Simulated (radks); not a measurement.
# Be²⁺ in [He]: an all-electron calculation

What are the levels of the beryllium ion Be2+, how large are its shells, and how does its energy divide?

Method: scalar-relativistic Kohn-Sham, XLYP, spin-polarised, spherical densities, finite nucleus. Code: radks (a radial shooting solver on a logarithmic mesh, Libxc functionals) version 1.

## 1. The atom as given

| Property | Result |
| --- | --- |
| element | beryllium (Z = 4) |
| charge | +2 |
| electrons | 2 |
| configuration | [He] |
| nuclear rms radius | 2.519 fm |

Outer shells as boxes (Hund's rule):

Be²⁺
```
1s [↑↓]
```

## 2. The calculation

Settings of this run:

```text
Z 4
configuration [He]
relativity scalar-relativistic
functional xlyp
spin polarised
nucleus finite rms 2.519 fm
c 137.035999084
```

Run with:

```
$ python run_ks.py task.json out
```

This one command runs every case of the session in turn.

**Question.** What will this run give?

**Answer**, as computed:

| quantity | value |
| --- | --- |
| total energy | -13.66721 hartree |
| exchange-correlation share of it | 16.99 % |
| −T/E | 0.9971 |
| highest occupied level | 1s, -132.90 eV |
| most extended occupied level | 1s down, <r> = 0.417 bohr |
| radius at density 0.001 e/bohr³ | 1.48 bohr |
| maxima of the radial density | 1 |
| ionisation energy, NIST | 153.90 (theory) eV |

What this shows: The radial density shows 1 maxima for 1 occupied principal shells. The top level binds by 132.90 eV, 86 % of the NIST ionisation energy of 153.90 eV; the potential of a semilocal functional falls off too fast, so its top eigenvalue is too shallow. 
